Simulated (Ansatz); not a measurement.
The same calculation of CH10B2OP2, SMILES CO[B@@H-]1[PH2+][BH2-][PH2+]1 as a Python script and as an input file (the Python package of Ansatz (0.2.0)).

Script `ch10b2op2_energy.py`:
```python
'''Electronic structure of the CH10B2OP2 molecule.'''

import ansatz

ch10b2op2 = (
    ansatz.Crystal.molecule()
    .atom('C', (2.4865, 0.2601, -0.3371))
    .atom('O', (1.4244, 0.0377, 0.5618))
    .atom('B', (0.1427, 0.4974, -0.04))
    .atom('P', (-1.1606, 0.7223, 1.3152))
    .atom('B', (-1.9947, -0.6792, 0.3534))
    .atom('P', (-0.6934, -0.9078, -1.0024))
    .atom('H', (2.6432, 1.3477, -0.5172))
    .atom('H', (3.4182, -0.1357, 0.1167))
    .atom('H', (2.3332, -0.2801, -1.2994))
    .atom('H', (0.2417, 1.4932, -0.6941))
    .atom('H', (-0.7122, 0.3264, 2.5894))
    .atom('H', (-1.8511, 1.945, 1.2189))
    .atom('H', (-3.0357, -0.3257, -0.1051))
    .atom('H', (-2.0948, -1.6595, 1.0226))
    .atom('H', (-0.0035, -2.131, -0.9074))
    .atom('H', (-1.144, -0.5109, -2.2753))
)

setup = ch10b2op2.calculation()
setup = setup.basis(gaussian='def2-SVP')
setup = setup.functional('pbe0')
outcome = setup.run()
summary = outcome.report

print('reference energy %16.6f eV' % summary['reference_energy_ev'])
print('total energy     %16.6f eV' % summary['free_energy_ev'])
print('occupied orbitals outside the frozen core (up, down):', summary['n_occupied'], ' frozen:', summary['n_frozen'], ' virtual:', summary['n_virtual'])
```

```console
$ python ch10b2op2_energy.py
reference energy    -23155.200265 eV
total energy        -23155.200265 eV
occupied orbitals outside the frozen core (up, down): [32, 32]  frozen: 0  virtual: [110, 110]
```

`input.yaml`:
```yaml
crystal:
  periodic: [false, false, false]
  atoms:
    - { symbol: C, position_ang: [2.4865, 0.2601, -0.3371] }
    - { symbol: O, position_ang: [1.4244, 0.0377, 0.5618] }
    - { symbol: B, position_ang: [0.1427, 0.4974, -0.04] }
    - { symbol: P, position_ang: [-1.1606, 0.7223, 1.3152] }
    - { symbol: B, position_ang: [-1.9947, -0.6792, 0.3534] }
    - { symbol: P, position_ang: [-0.6934, -0.9078, -1.0024] }
    - { symbol: H, position_ang: [2.6432, 1.3477, -0.5172] }
    - { symbol: H, position_ang: [3.4182, -0.1357, 0.1167] }
    - { symbol: H, position_ang: [2.3332, -0.2801, -1.2994] }
    - { symbol: H, position_ang: [0.2417, 1.4932, -0.6941] }
    - { symbol: H, position_ang: [-0.7122, 0.3264, 2.5894] }
    - { symbol: H, position_ang: [-1.8511, 1.945, 1.2189] }
    - { symbol: H, position_ang: [-3.0357, -0.3257, -0.1051] }
    - { symbol: H, position_ang: [-2.0948, -1.6595, 1.0226] }
    - { symbol: H, position_ang: [-0.0035, -2.131, -0.9074] }
    - { symbol: H, position_ang: [-1.144, -0.5109, -2.2753] }
basis:
  gaussian: { orbitals: def2-SVP }
hamiltonian:
  xc: pbe0
```

The program run on that file:
```console
$ ansatz run input.yaml --threads 1 --pin off --max-ram 4096MiB --backend cpu --events-out ev --progress --plain --runs-dir out
Engine: ansatz 0.2.0, aarch64-unknown-linux-gnu
Functional definition: PBE0
  parameter a = 0.25
  parameter kappa = 0.804
  parameter beta = 0.06672455060314922
  exchange = (1 - a)*pbe_x(kappa = kappa, mu = beta*pi^2/3) + a*exact_x
  correlation = pbe_c(beta = beta)
1613 factors; their error is unknown
mean field evaluation 1: about -23147.7071 eV, gradient 5.2e1 eV
mean field evaluation 2: about -23140.5937 eV, gradient 7.7e1 eV
mean field evaluation 4: about -23155.0165 eV, gradient 4.1e0 eV
mean field evaluation 8: about -23155.0542 eV, gradient 4.1e-2 eV
mean field evaluation 16: about -23155.2002 eV, gradient 7.9e-5 eV
mean field -23155.20023316 eV, -850.9379134104 hartree, gradient 7.9e-5 eV, S^2 0.000000; 0 other end points of the search recorded, 0 dependent functions left out
reference -23155.20026516 eV, -850.9379145861 hartree; 32, 32 occupied and 110, 110 virtual orbitals, 1613 factors
Total energy: -23155.20026516 eV, -850.9379145861 hartree
```

Notes:
- Total energies depend on the basis set; only differences at equal settings carry meaning.
- The geometry is a force-field or estimated start, not a minimum of this method, and the basis set is short of its limit.
- The whole script took 7.3 s on 1 thread of Arm Neoverse V1, with other jobs on the host, peak memory 0.38 GiB.
